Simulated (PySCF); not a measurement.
# C5H8GeOS: magnetic properties

What do calculations give for the magnetic properties of C5H8GeOS (`[GeH3][CH2]Oc1cccs1`)?

Programs: PySCF 2.14.0, with routines of our own; each step states its level. All values are computed. Atoms count from 0.

### Step 1. The system as given

16 atoms, charge 0, multiplicity 1; geometry from: GFN2-xTB.

### Step 2. Magnetic properties: GIAO HF/pcSseg-1

What the job is given:

```
{"job": {"kind": "mag", "xc": "HF", "basis": "pcSseg-1", "isotopologues": 2}, "charge": 0, "multiplicity": 1}
Ge     3.256512    -0.120127     0.092274
C      1.454248     0.685549     0.088410
O      0.602550    -0.441625    -0.002031
C     -0.721409    -0.205895    -0.023997
C     -1.696676    -1.152602    -0.105495
C     -2.992895    -0.588272    -0.107808
C     -2.988199     0.762653    -0.028366
S     -1.386473     1.400879     0.051874
H      4.313024     0.931956     0.181427
H      3.374410    -1.039706     1.257459
H      3.440848    -0.901836    -1.161520
H      1.240336     1.256327     1.000078
H      1.290313     1.359793    -0.760833
H     -1.487879    -2.204022    -0.161456
H     -3.891008    -1.176590    -0.166063
H     -3.815303     1.442464    -0.011076
```

Method: GIAO HF/pcSseg-1 magnetisability, rotational g tensor and spin-rotation constants, non-relativistic, gas phase.

The run is started by

```sh
$ OMP_NUM_THREADS=1 python excited_run.py task.json out
```

One launch serves the whole session: the jobs run in the order shown.

Output:

```text
final grid: 135008 points
cycle   1  E = -2741.2451115782  dE =  1.468e+00  |g| = 7.403e-01  |ddm| = 3.860e+00
cycle   2  E = -2741.3508759931  dE = -1.058e-01  |g| = 3.883e-01  |ddm| = 8.107e-01
cycle   3  E = -2741.3742150675  dE = -2.334e-02  |g| = 8.145e-02  |ddm| = 2.994e-01
cycle   4  E = -2741.3765671344  dE = -2.352e-03  |g| = 1.952e-02  |ddm| = 1.402e-01
cycle   5  E = -2741.3767263150  dE = -1.592e-04  |g| = 7.198e-03  |ddm| = 3.285e-02
cycle   6  E = -2741.3767570487  dE = -3.073e-05  |g| = 2.770e-03  |ddm| = 1.376e-02
cycle   7  E = -2741.3767643302  dE = -7.282e-06  |g| = 1.154e-03  |ddm| = 8.143e-03
cycle   8  E = -2741.3767654211  dE = -1.091e-06  |g| = 4.114e-04  |ddm| = 3.140e-03
cycle   9  E = -2741.3767655932  dE = -1.722e-07  |g| = 1.286e-04  |ddm| = 1.462e-03
cycle  10  E = -2741.3767656058  dE = -1.261e-08  |g| = 5.322e-05  |ddm| = 3.756e-04
cycle  11  E = -2741.3767656075  dE = -1.717e-09  |g| = 1.638e-05  |ddm| = 1.340e-04
cycle  12  E = -2741.3767656077  dE = -1.874e-10  |g| = 4.400e-06  |ddm| = 4.693e-05
converged SCF energy = -2741.3767656077

Magnetisability tensor (1e-30 J/T^2)
    -1549.57      -32.33       13.96
      -32.33    -1498.92       36.53
       13.96       36.53    -2137.58
isotropic -1728.69   principal values   -2140.09  -1563.91  -1482.07
isotropic susceptibility -104.104 1e-6 cm^3/mol

Inertial axes            a          b          c
rot. const./GHz      4.5410     0.4452     0.4084
chi total           -92.999    -90.435   -128.879
chi diamagnetic    -401.001  -2550.313  -2785.478
chi paramagnetic    308.002   2459.879   2656.599
quadrupole/D A        6.656      0.979     -7.635
g nuclear            0.5939     0.5084     0.5125
g electronic        -0.6571    -0.5145    -0.5097
g total             -0.0632    -0.0060     0.0028

Spin-rotation constants (kHz, H = +C I.J)
atom  isotope        aa         bb         cc
  8     1H       -0.190     -0.012     -0.041
  9     1H       -0.424     -0.026     -0.005
 10     1H       -0.424     -0.026     -0.006
 11     1H       -0.385     -0.033     -0.004
 12     1H       -0.386     -0.033     -0.004
 13     1H       -0.392      0.035     -0.044
 14     1H        0.171     -0.017     -0.043
 15     1H        0.169     -0.020     -0.046
  0   73Ge*      -0.963     -0.106     -0.095
  1    13C*       0.830      0.064      0.092
  2    17O*      -0.415     -0.080     -0.017
  3    13C*       2.297      0.176      0.096
  4    13C*       1.541      0.148      0.051
  5    13C*       2.127      0.147      0.049
  6    13C*       2.052      0.120      0.053
  7    33S*       1.353      0.159      0.106
* in the singly substituted isotopologue

Isotopologues: g along a, b, c
2H    at 8,9,10,11,12,1    -0.0535    -0.0056     0.0026
13C   at 1                 -0.0630    -0.0060     0.0028
```

Run time: 32 s. Hardware: 1 thread of Arm Neoverse V1, shared host; peak memory 1 GiB.

Key values:

```
              quantity                     value
       magnetisability          -1729·10⁻³⁰ J/T²
  molar susceptibility       -104.1·10⁻⁶ cm³/mol
rotational g (a, b, c)  -0.0632, -0.0060, 0.0028
```

### Step 3. Magnetic properties: GIAO mPW1PW91/cc-pVDZ

Settings changed since step 2:

```diff
@@ -1,2 +1,2 @@
-{"job": {"kind": "mag", "xc": "HF", "basis": "pcSseg-1", "isotopologues": 2}, "charge": 0, "multiplicity": 1}
+{"job": {"kind": "mag", "xc": "mPW1PW91", "basis": "cc-pVDZ", "scf": {"aux": "def2-universal-jkfit"}}, "charge": 0, "multiplicity": 1}
 Ge     3.256512    -0.120127     0.092274
```

Level: GIAO mPW1PW91/cc-pVDZ magnetisability, rotational g tensor and spin-rotation constants, non-relativistic, gas phase.

Output:

```text
final grid: 135008 points
cycle   1  E = -2745.7586089031  dE =  8.577e-01  |g| = 5.467e-01  |ddm| = 7.691e+00
cycle   2  E = -2745.6979820203  dE =  6.063e-02  |g| = 7.565e-01  |ddm| = 1.881e+00
cycle   3  E = -2745.8217307220  dE = -1.237e-01  |g| = 8.584e-02  |ddm| = 1.097e+00
cycle   4  E = -2745.8235330946  dE = -1.802e-03  |g| = 2.983e-02  |ddm| = 2.135e-01
cycle   5  E = -2745.8237464133  dE = -2.133e-04  |g| = 1.243e-02  |ddm| = 6.659e-02
cycle   6  E = -2745.8237809290  dE = -3.452e-05  |g| = 3.460e-03  |ddm| = 2.145e-02
cycle   7  E = -2745.8237838225  dE = -2.893e-06  |g| = 6.009e-04  |ddm| = 5.429e-03
cycle   8  E = -2745.8237839040  dE = -8.154e-08  |g| = 1.951e-04  |ddm| = 1.274e-03
cycle   9  E = -2745.8237839121  dE = -8.058e-09  |g| = 8.315e-05  |ddm| = 3.874e-04
cycle  10  E = -2745.8237839138  dE = -1.754e-09  |g| = 3.118e-05  |ddm| = 1.737e-04
cycle  11  E = -2745.8237839141  dE = -2.583e-10  |g| = 7.119e-06  |ddm| = 5.663e-05
converged SCF energy = -2745.8237839141

Magnetisability tensor (1e-30 J/T^2)
    -1486.89      -30.76       14.80
      -30.76    -1458.44       36.92
       14.80       36.92    -2102.63
isotropic -1682.66   principal values   -2105.18  -1504.83  -1437.96
isotropic susceptibility -101.332 1e-6 cm^3/mol

Inertial axes            a          b          c
rot. const./GHz      4.5410     0.4452     0.4084
chi total           -89.244    -87.974   -126.777
chi diamagnetic    -396.448  -2546.934  -2782.707
chi paramagnetic    307.203   2458.960   2655.930
quadrupole/D A        4.983      1.299     -6.282
g nuclear            0.5939     0.5084     0.5125
g electronic        -0.6554    -0.5143    -0.5096
g total             -0.0615    -0.0058     0.0029

Spin-rotation constants (kHz, H = +C I.J)
atom  isotope        aa         bb         cc
  8     1H       -0.181     -0.011     -0.040
  9     1H       -0.412     -0.025     -0.005
 10     1H       -0.412     -0.025     -0.005
 11     1H       -0.381     -0.031     -0.002
 12     1H       -0.382     -0.031     -0.002
 13     1H       -0.401      0.037     -0.045
 14     1H        0.167     -0.015     -0.043
 15     1H        0.172     -0.019     -0.046
  0   73Ge*      -0.921     -0.100     -0.090
  1    13C*       0.822      0.066      0.097
  2    17O*      -0.566     -0.088     -0.027
  3    13C*       2.035      0.165      0.102
  4    13C*       1.418      0.140      0.050
  5    13C*       1.864      0.143      0.049
  6    13C*       1.796      0.121      0.054
  7    33S*       1.372      0.155      0.105
* in the singly substituted isotopologue
```

It took 43 s on 1 thread of Arm Neoverse V1, shared host; peak memory 0.77 GiB.

In short:

```csv
quantity,value
magnetisability,-1683·10⁻³⁰ J/T²
molar susceptibility,-101.3·10⁻⁶ cm³/mol
"rotational g (a, b, c)","-0.0615, -0.0058, 0.0029"
```

### Step 4. Magnetic properties: GIAO X3LYP/STO-3G

Settings changed since step 3:

```diff
@@ -1,2 +1,2 @@
-{"job": {"kind": "mag", "xc": "mPW1PW91", "basis": "cc-pVDZ", "scf": {"aux": "def2-universal-jkfit"}}, "charge": 0, "multiplicity": 1}
+{"job": {"kind": "mag", "xc": "X3LYP", "basis": "STO-3G", "scf": {"max_cycle": 2, "aux": "def2-universal-jfit"}}, "charge": 0, "multiplicity": 1}
 Ge     3.256512    -0.120127     0.092274
```

Level: GIAO X3LYP/STO-3G magnetisability, rotational g tensor and spin-rotation constants, non-relativistic, gas phase.

Output:

```text
final grid: 135008 points
cycle   1  E = -2709.0600016003  dE = -9.374e-01  |g| = 5.803e-01  |ddm| = 5.502e+00
cycle   2  E = -2708.8927207037  dE =  1.673e-01  |g| = 1.040e+00  |ddm| = 2.510e+00
SCF not converged, last energy = -2708.8927207037
```

It took 1.9 s on 1 thread of Arm Neoverse V1, shared host; peak memory 0.42 GiB.

Why it failed: The cap of 2 cycles ended the SCF at a gradient of 1.0e+00. Cure: raise the cap. Numbers printed on the way are no properties of the molecule.

### Step 5. Magnetic properties side by side

```
                level  ξ (10⁻³⁰ J/T²)     g(a)     g(b)  gap (eV)  functions  time
     GIAO HF/pcSseg-1           -1729  -0.0632  -0.0060     11.94        207  32 s
GIAO mPW1PW91/cc-pVDZ           -1683  -0.0615  -0.0058      6.17        169  43 s
```

### Step 6. Results

```
                                         quantity                               value
       magnetisability (step 2, GIAO HF/pcSseg-1)                    -1729·10⁻³⁰ J/T²
  molar susceptibility (step 2, GIAO HF/pcSseg-1)                 -104.1·10⁻⁶ cm³/mol
rotational g (a, b, c) (step 2, GIAO HF/pcSseg-1)            -0.0632, -0.0060, 0.0028
                  magnetisability over the levels           -1729 to -1683·10⁻³⁰ J/T²
                                             runs  1 failed, 0 ended on unsound input
```

What this shows: Steps that list no spin-orbit terms leave them out, which matters at and beside the heavy atoms. The magnetisability spreads by 2.7 % over 2 levels, from GIAO HF/pcSseg-1 (32 s) to GIAO mPW1PW91/cc-pVDZ (43 s); the runs took 32 s to 43 s. Two levels can agree by chance, so this spread shows no convergence. Vibrational averaging and real surroundings are missing from these values.
